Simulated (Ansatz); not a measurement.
## LuCd, space group Pm-3m: a supercell folding check, step by step

Computed with Ansatz 0.2.0, Python API.

Run as a notebook:

In [1]:
```python
import ansatz
```

In [2]:
```python
params = {
    "functional": "pbesol",
    "ecut": 260,
    "filling": "methfessel_paxton",
    "smearing_width": 0.15,
}

lattice = ansatz.Lattice.of(
    [3.64099005, 0.0, 0.0],
    [0.0, 3.64099005, 0.0],
    [0.0, 0.0, 3.64099005],
)
sites = [
    ("Lu", [0.5, 0.5, 0.5]),
    ("Cd", [0.0, 0.0, 0.0]),
]
structure = ansatz.Crystal(lattice=lattice)
for symbol, position in sites:
    structure = structure.atom(symbol, position)
```

In [3]:
```python
structure.resolved().tree()["lattice"]
```
Out [3]:
```text
((3.64099005, 0.0, 0.0), (0.0, 3.64099005, 0.0), (0.0, 0.0, 3.64099005))
```

In [4]:
```python
# the mesh shrinks as the cell grows, so that all cells sample the same points
mesh = (4, 4, 4)
rows = []
for repeats in [(1, 1, 1), (1, 2, 1), (2, 2, 1)]:
    base = (
        structure.supercell(*repeats).calculation()
        .functional(params["functional"])
        .basis(params["ecut"], density_ratio=8)
        .accuracy("low")
        .occupations(params["filling"], width=params["smearing_width"])
        .mixing("broyden")
        .kpoints(*(k // n for k, n in zip(mesh, repeats)))
    )
    report = base.run(threads=1, pin="off").report
    n = len(report["lattice"]["sites"])
    rows.append((repeats, n, report["free_energy_ev"] / n, report["fermi_energy_ev"], report["n_kpoints"], report["n_symmetry_ops"]))
print("       repeats           atoms       F/atom eV  Fermi level eV        k-points  symmetry operations")
for row in rows:
    print(f"{str(row[0]):>14s}  {row[1]:14d}  {row[2]:14.5f}  {row[3]:14.4f}  {row[4]:14d}  {row[5]:19d}")
```
```text
DeckWarning: basis.ecutwfc = 260 eV is below the records' recommended 420 eV, and the density's cutoff is lower with it unless basis.ecutrho_ratio is high enough to keep the records' density cutoff: compare with a run at a higher cutoff
       repeats           atoms       F/atom eV  Fermi level eV        k-points  symmetry operations
     (1, 1, 1)               2    -11397.24186         14.6594              10                   48
     (1, 2, 1)               4    -11397.24186         14.6594              12                   32
     (2, 2, 1)               8    -11397.24186         14.6594               9                   64
```

Caveats:
- These settings explore the input space; cutoff and mesh may be short of convergence.
- The cutoff lies under the one recommended for these potentials.
- For a metal this k-point mesh is coarse: on a finer one energies can move by several to tens of meV an atom and pressures by half a GPa or more, differences at one mesh by less.
- The structure comes from a database of computed cells and needn't be a stable or known phase.
- Warnings are shown shortened and without file and line.
- The count of operations in a supercell holds its pure translations too, and an uneven repeat can lower the point group.
- Wall time of the script: 7.1 s on 1 thread of AMD EPYC 7R43 64-Core Processor (Zen 3) (shared host), peak memory 0.54 GiB.

(Lines on the test bed's own set-up are left out of the output.)
